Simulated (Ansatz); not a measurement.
# Ge3Pd (Pm-3m) in Ansatz: further runs, part 2 of 3

Ansatz 0.2.0.

## 4. Band structure, PBEsol

Input file input.yaml:

```yaml
crystal:
  lattice:
    - [4.142023, 0.0, 0.0]
    - [0.0, 4.142023, 0.0]
    - [0.0, 0.0, 4.142023]
  atoms:
    - { symbol: Pd, position: [0.0, 0.0, 0.0] }
    - { symbol: Ge, position: [0.5, 0.5, 0.0] }
    - { symbol: Ge, position: [0.5, 0.0, 0.5] }
    - { symbol: Ge, position: [0.0, 0.5, 0.5] }
kpoints:
  mp_grid: { grid: [7, 7, 7] }
  band_path:
    path:
      - [0.0, 0.0, 0.0]
      - [0.0, 0.5, 0.0]
      - [0.5, 0.5, 0.0]
      - [0.0, 0.0, 0.0]
      - [0.5, 0.5, 0.5]
      - [0.0, 0.5, 0.0]
    npoints: 6
scf:
  occupations: { method: fermi_dirac, width: 0.05 }
hamiltonian:
  xc: pbesol
  pseudopotentials: { kind: all_electron, datasets: crystal }
output:
  forces: true
  stress: true
  eigenvalues: true
```

Potentials or basis: all-electron PAW datasets made for the crystal.

On the command line:

```sh
> ansatz run input.yaml --threads 2 --pin off --max-ram 8192MiB --backend cpu --events-out ev --progress --plain --runs-dir out
```

Output:

```text
Warning: RAYON_NUM_THREADS=2 ignored (pool sized by the plan → 2); use --threads N
hamiltonian.pseudopotentials.datasets: crystal makes datasets for this crystal and solves the spheres of its atoms anew in each pass: cutoff 260.0 eV, the density's 1040.0 eV; for an error of 0.50 meV an atom under PBE, 2.0 meV for the cell; an energy difference from a run of another recipe may be off by several times the error for the cell, under r2SCAN by more, where some 0.1 meV an atom stays at smaller errors; Ge in spheres of 1.376 Å, 4 of its electrons in bands, 10 on its site; Pd in spheres of 1.376 Å, 10 of its electrons in bands, 8 on its site; only band paths and densities of states list, in semicore columns, the levels of the semicore shells that are solved separately: 3d of Ge, 4s of Pd, 4p of Pd
band count auto-derived: 17 (N_el = 22.0; filled up to band 11; 15 by the electrons, moments and atoms)
Engine: ansatz 0.2.0, aarch64-unknown-linux-gnu
Pseudopotentials: kind: all_electron
Pseudopotential: Pd, paw, valence charge 18, recommended cutoff 260 eV (normal), crystal/all_electron/pbesol/scalar/gaussian/Pd, Koelling and Harmon's equation, gaussian nucleus
Pseudopotential: Ge, paw, valence charge 14, recommended cutoff 260 eV (normal), crystal/all_electron/pbesol/scalar/gaussian/Ge, Koelling and Harmon's equation, gaussian nucleus
Functional definition: PBEsol
  exchange = pbesol_x
  correlation = pbesol_c
Crystal: 4 atoms, lattice volume = 71.062 Å³
Basis set: ecut = 260 eV, 691 PW (Γ), exchange–correlation on 48×48×48 points (8 copies of the dense FFT grid, shifted against one another)
Bands: 17, of which v1, the nominal top of the filled ones, is band 11 counted from 1 (10 counted from 0)
Symmetry: 48 space group operations
Space group: Pm-3m (ITA 221), of the structure as read, at distance tolerance 4.1e-5 Å
k-points: 20 of 343
Non-local potential: Pd, projectors of the file, l = 0: 1, l = 1: 1, l = 2: 2
Non-local potential: Ge, projectors of the file, l = 0: 1, l = 1: 1
PAW form: soft (Blöchl's): semilocal exchange-correlation on the pseudo side does not see the compensation charge
PAW one-centre angular grid: Pd, 590 points (default); XC on its mesh's 1877 points in the sphere
PAW one-centre angular grid: Ge, 110 points (default); XC on its mesh's 1911 points in the sphere
Initial density: superposition of atomic densities (neutral atoms: chi_scale 0, normalization atom)
Initial wavefunctions: pseudopotential atomic-orbital guess
Functional: x = pbesol(κ = 0.804, μ = 0.12345679012345678), c = pbesol(β = 0.046)
iter 1 solved again at ethr=5.33e-3 eV; its pass at ethr=1.00e-1 eV (dr2=1.17e0 eV) is discarded
SCF iter   1: F=—  HF=-308464.967722 eV  |F-HF|=—  |Δ(HF+E_count)|=         —  Δρ=3.47e-2  dr2=9.66e-1  ethr=5.33e-3  ⟨swp⟩=3.1  Hψ=1874  notcnv=0
preconditioner: auto → Kerker (q_TF=auto, 2.244 Å⁻¹)  [metal: Δε(μ)=0.059 eV  Ē_g=7.457 eV  σ=0.050 eV  W_gap=0.27  n_scr=18 (ndim 8)  ℏωp=20.7 eV  f_vac=0.000  D(μ)=2.71/eV (n_scr^D=26)]
iter 2 solved again at ethr=3.97e-4 eV; its pass at ethr=4.39e-3 eV (dr2=8.74e-2 eV) is discarded
SCF iter   2: F=—  HF=-308464.846794 eV  |F-HF|=—  |Δ(HF+E_count)|=   1.21e-1  Δρ=9.30e-3  dr2=9.39e-2  ethr=3.97e-4  ⟨swp⟩=2.4  Hψ=1488  notcnv=0
SCF iter   3: F=—  HF=-308464.828745 eV  |F-HF|=—  |Δ(HF+E_count)|=   1.80e-2  Δρ=5.89e-3  dr2=2.67e-2  ethr=3.97e-4  ⟨swp⟩=2.1  Hψ=673  notcnv=0
SCF iter   4: F=—  HF=-308464.823934 eV  |F-HF|=—  |Δ(HF+E_count)|=   4.81e-3  Δρ=2.91e-3  dr2=9.09e-3  ethr=1.22e-4  ⟨swp⟩=3.0  Hψ=778  notcnv=0
SCF iter   5: F=—  HF=-308464.822552 eV  |F-HF|=—  |Δ(HF+E_count)|=   1.38e-3  Δρ=7.27e-4  dr2=3.95e-4  ethr=4.13e-5  ⟨swp⟩=2.9  Hψ=625  notcnv=0
SCF iter   6: F=—  HF=-308464.822414 eV  |F-HF|=—  |Δ(HF+E_count)|=   1.38e-4  Δρ=6.20e-4  dr2=3.50e-4  ethr=1.80e-6  ⟨swp⟩=3.0  Hψ=896  notcnv=0
SCF iter   7: F=—  HF=-308464.822338 eV  |F-HF|=—  |Δ(HF+E_count)|=   7.64e-5  Δρ=2.45e-5  dr2=3.78e-7  ethr=1.59e-6  ⟨swp⟩=2.0  Hψ=571  notcnv=0
SCF iter   8: F=—  HF=-308464.822340 eV  |F-HF|=—  |Δ(HF+E_count)|=   2.63e-6  Δρ=7.13e-5  dr2=5.55e-6  ethr=1.72e-9  ⟨swp⟩=4.2  Hψ=958  notcnv=0
SCF iter   9: F=—  HF=-308464.822340 eV  |F-HF|=—  |Δ(HF+E_count)|=   6.16e-7  Δρ=1.75e-5  dr2=3.55e-7  ethr=1.72e-9  ⟨swp⟩=3.1  Hψ=745  notcnv=0
SCF iter  10: F=-308464.822340 eV  HF=-308464.822340 eV  |F-HF|=6.34e-9  |Δ(HF+E_count)|=   6.38e-8  Δρ=3.14e-6  dr2=6.62e-9  ethr=1.61e-9  ⟨swp⟩=3.0  Hψ=612  notcnv=0
SCF 1 converged in 10 iterations: F = -308464.822342 eV  dr2 = 6.62e-9
  Residual-converged pass: ⟨swp⟩=4.0  Hψ=802  notcnv=0  max |occ|·‖R‖ = 6.4e-6 eV (tolerance 6.7e-6 eV)  dr2=8.32e-9  dr2_onsite=3.07e-9  max |Δocc| = 5.2e-10
NSCF: frozen V_eff on 31 k-points
SCF converged after 10 iterations
Free energy (F): -308464.822342 eV
Harris-Foulkes:  -308464.822342 eV  (|F-HF|=6.34e-9)
Internal energy: -308464.804803 eV  (E = F + TS)
E sigma→0 (E₀):  -308464.813573 eV
Entropy (-TS):   -0.017539 eV (-4.385 meV/atom)
Past the cutoff: the bands carry plane waves up to 1.75 times it, of which those up to 1.5 times it add -0.000081 eV an atom, each by itself; the spheres take 0.000138 eV an atom off the energy for waves past 1.75 times it
By the cutoff:   a pressure is off by up to 0.006 GPa (1.2 times the spheres' own share and the shells' term, over an atom's volume, and 0.004 GPa: a bound that held against runs at twice the plane waves)
Past the cutoffs: a stress includes 0.0014 GPa for waves and charges beyond them, in addition to the slope of what the spheres take
In the spheres:  the bands' charges fall short by 6.9e-7 e at most (sound up to 1e-3), those of shells solved beside the bands by 1.5e-7 e (sound up to 5e-4)
Fermi energy:    14.611312 eV
--- Per-component energies (eV) ---
  E_band       = 227.073020
  E_kinetic    = 269.062231
  E_local      = -4140.434172  (includes V_loc(G=0)·N_el)
  E_nonlocal   = 230.606815
  E_hartree    = 2226.970469
  E_xc         = -222.939277
  E_vxc        = -248.233023  (∫ρ·V_xc dr)
  E_paw        = -317351.409631  (= ΣΔE_a)
  E_vpaw       = -18080.870250  (= ΣTr[D̂ρ^β])
  E_ewald      = -7219.656347
  E_smearing   = -0.017539  (= −TS)
  E_closure    = 17742.995108  (closes the sum)
  Σ components = -308464.822342   (vs F -308464.822342, Δ=0.00e0)
  The terms above E_closure are by the made datasets' own strengths, without shells solved beside the bands.
--- Forces (eV/Å), atoms counted from 1 ---
  atom   1  Pd    -0.00000000    -0.00000000     0.00000000
  atom   2  Ge     0.00000000    -0.00000000    -0.00000000
  atom   3  Ge     0.00000000    -0.00000000     0.00000000
  atom   4  Ge     0.00000000     0.00000000     0.00000000
  max |Σ_I F_I| component: 2.02e-29 eV/Å
--- Stress (GPa, compression-positive) ---
       -4.696917       0.000000       0.000000
        0.000000      -4.696917       0.000000
        0.000000      -0.000000      -4.696917
  P = ⅓ Tr σ = -4.6969 GPa (-46.969 kbar)
  It holds what live shells' own plane waves past their cutoff add
--- Band table (eV; the first three rows and the last of 20) ---
  k-point 0: bands = ["1.9409", "8.6471", "8.6471", "11.1291", "11.1291", "11.1291", "11.9620", "11.9620", "11.9620", "13.0531", "13.0531", "15.4236", "17.5964", "17.5964", "17.5964"]
  k-point 1: bands = ["2.1120", "7.8048", "8.7852", "10.9788", "10.9788", "11.3973", "11.9693", "12.2501", "12.2501", "12.7147", "13.4119", "16.1783", "17.4053", "17.4053", "17.5143"]
  k-point 2: bands = ["2.6132", "6.3191", "9.1862", "10.7560", "10.7560", "11.8321", "11.9013", "11.9858", "12.9189", "12.9189", "13.9376", "16.4188", "16.4188", "17.3903", "17.4092"]
  k-point 19: bands = ["5.8643", "6.4533", "6.4533", "9.2138", "10.2004", "10.3218", "10.3218", "12.3883", "12.3883", "13.0753", "13.0753", "13.1944", "14.8056", "21.2168", "21.2168"]
```

Wall time 6.9 s (2 threads of Arm Neoverse V2, shared host); peak memory 0.47 GiB.

What came out:

```yaml
Free_energy: -308464.8223 eV
Pressure: -4.7 GPa
Band_gap_along_the_path: none (metal or under the smearing width)
```

Levels at the corners of the path, in eV from the Fermi level:
```csv
point,band 7,band 8,band 9,band 10,band 11,band 12,band 13,band 14,band 15,band 16
Γ,-2.65,-2.65,-2.65,-1.56,-1.56,0.81,2.98,2.98,2.98,5.60
X,-2.61,-2.39,-0.31,-0.31,-0.02,-0.02,0.33,0.82,2.71,5.87
M,-2.37,-2.10,-2.07,-0.15,0.09,0.96,0.96,2.45,2.45,5.09
Γ,-2.65,-2.65,-2.65,-1.56,-1.56,0.81,2.98,2.98,2.98,5.60
R,-4.37,-2.29,-2.29,-1.57,-1.57,-1.57,-0.36,7.45,7.45,7.54
X,-2.61,-2.39,-0.31,-0.31,-0.02,-0.02,0.33,0.82,2.71,5.87
```

[end of part 2 of 3]
